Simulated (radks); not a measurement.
# Taking charge from the 3s level of Sc in fractions

What happens to E and to the 3s eigenvalue of Sc when a fraction of an electron is removed? The exact functional would give straight lines between whole numbers for a frontier level.

Method: non-relativistic Kohn-Sham, r2SCAN, spin-polarised, spherical densities, point nucleus; open shells are filled with parallel spins first. Code: radks (a radial shooting solver on a logarithmic mesh, Libxc functionals) version 1.

## 1. The system

* element: scandium (Z = 21)
* charge: 0
* electrons: 21
* configuration: [Ne] 3s(up 1, down 1) 3p6 3d1 4s2

A shell typed twice in an input gives spin up, then spin down.

## 2. Start: [Ne] 3s(up 1, down 1) 3p6 3d1 4s2

The run's settings:

```text
Z 21
configuration [Ne] 3s1 3s1 3p6 3d1 4s2
relativity non-relativistic
functional r2scan,r2scan
spin polarised
nucleus point
```

## 3. 0.25 electron removed from 3s

The run's settings:

```text
Z 21
configuration [Ne] 3s1 3s0.75 3p6 3d1 4s2
relativity non-relativistic
functional r2scan,r2scan
spin polarised
nucleus point
```

## 4. 0.5 electron removed from 3s

The run's settings:

```text
Z 21
configuration [Ne] 3s1 3s0.5 3p6 3d1 4s2
relativity non-relativistic
functional r2scan,r2scan
spin polarised
nucleus point
```

## 5. 0.75 electron removed from 3s

The run's settings:

```text
Z 21
configuration [Ne] 3s1 3s0.25 3p6 3d1 4s2
relativity non-relativistic
functional r2scan,r2scan
spin polarised
nucleus point
```

## 6. 1 electron removed from 3s

The run's settings:

```text
Z 21
configuration [Ne] 3s1 3s0 3p6 3d1 4s2
relativity non-relativistic
functional r2scan,r2scan
spin polarised
nucleus point
```

Before running it: what results should come out? Wanted: for each run, removed; E − E(0); eigenvalue; E minus straight line.

**Answer**, as computed:

```tsv
removed (e)	E − E(0) (eV)	eigenvalue (eV)	E minus straight line (eV)
0	0.000	-55.927	0.000
0.25	14.345	-58.874	-1.189
0.5	29.455	-62.036	-1.612
0.75	45.375	-65.342	-1.225
1	62.133	-68.739	0.000
```

What this shows: Removing the whole electron costs 62.133 eV, against 55.927 eV from minus the starting eigenvalue. Slater's transition state, half an electron removed, gives 62.036 eV. The trapezoid integral of minus the eigenvalue gives 62.146 eV over the range, against 62.133 eV from the energies (Janak's theorem). The eigenvalue moves by 12.8 eV per electron. E bends below the straight line by 1.61 eV at 0.5 electron removed.
